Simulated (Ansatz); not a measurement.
## YCu, space group Pm-3m: a single point from an input typed as a dict

Computed with the Ansatz DFT code, driven from Python.

`ycu.py`
```python
"""Single point of YCu through the engine session."""

import ansatz as az
import numpy as np

settings = {
    "crystal": {
        "lattice": [[3.458115, 0.0, 0.0], [0.0, 3.458115, 0.0], [0.0, 0.0, 3.458115]],
        "atoms": [
            {"symbol": "Y", "position": [0.0, 0.0, 0.0]},
            {"symbol": "Cu", "position": [0.5, 0.5, 0.5]},
        ],
    },
    "kpoints": {"mp_grid": {"kspacing": 0.3}},
    "hamiltonian": {"xc": "pbesol", "dispersion": "d4"},
    "scf": {"occupations": {"method": "cold", "width": 0.1}},
    "basis": {"ecutwfc": "510 eV"},
    "output": {"forces": True, "stress": True, "eigenvalues": True},
}

planned = az.Session.from_dict(settings).plan(threads=1, pin="off")
outcome = planned.execute()
rep = outcome.report

n_atoms = len(rep["lattice"]["sites"])
print("F =", round(rep["free_energy_ev"], 4), "eV for", n_atoms, "atoms")
print("E(sigma -> 0) =", round(rep["energy_sigma0_ev"], 4), "eV, TS =", round(rep["entropy_ts_ev"], 5), "eV")
print("closed by", rep["closed_by"], "after", rep["n_iterations"], "iterations")

# pressure is a third of the trace
stress = np.array(rep["stress_gpa"])
print(f"pressure {np.trace(stress) / 3:.3f} GPa")
print("stress tensor, GPa, positive in compression")
print(np.round(stress, 3) + 0.0)

# forces, one row an atom
print("forces (eV/A)")
for site, force in zip(outcome.lattice.sites, rep["forces_ev_ang"]):
    print(f"  {site.symbol:2s} {force[0]:9.4f} {force[1]:9.4f} {force[2]:9.4f}")

used = rep["setup"]
print("cutoffs (eV):", used["ecut_ev"], used["ecutrho_ev"], " FFT grid:", used["fft_dense"])
print("cell volume {:.3f} A^3, {} symmetry operations".format(used["cell_volume_ang3"], used["n_sym_ops"]))

print("doubts on the final state:", rep["published_state_doubts"] or "none")
print("warnings:", sorted({n["data"]["kind"] for n in outcome.notices if n["data"].get("severity") in ("warning", "doubt")}) or "none")
```

```console
$ python ycu.py
F = -10384.6579 eV for 2 atoms
E(sigma -> 0) = -10384.6566 eV, TS = 0.00401 eV
closed by deck_thresholds after 7 iterations
pressure -3.431 GPa
stress tensor, GPa, positive in compression
[[-3.431  0.     0.   ]
 [ 0.    -3.431  0.   ]
 [ 0.     0.    -3.431]]
forces (eV/A)
  Y    -0.0000    0.0000    0.0000
  Cu    0.0000   -0.0000    0.0000
cutoffs (eV): 510.0 2040.0  FFT grid: [27, 27, 27]
cell volume 41.354 A^3, 48 symmetry operations
doubts on the final state: none
warnings: none
```

Caveats:
- The settings weren't tested for convergence.
- Dispersion corrections can be off by several per cent in the lattices of metals, and by several GPa in the pressure at a fixed cell.
- The mesh is modest for a metal, so energies can be off by several to tens of meV an atom and pressures by half a GPa or more; differences at equal mesh fare better.
- This cell is a computed structure, which may not be the phase found in nature.
- Wall time of the script: 2.1 s on 1 thread of Arm Neoverse V1 (shared host), peak memory 0.38 GiB.

(Lines on the test bed's own set-up are left out of the output.)
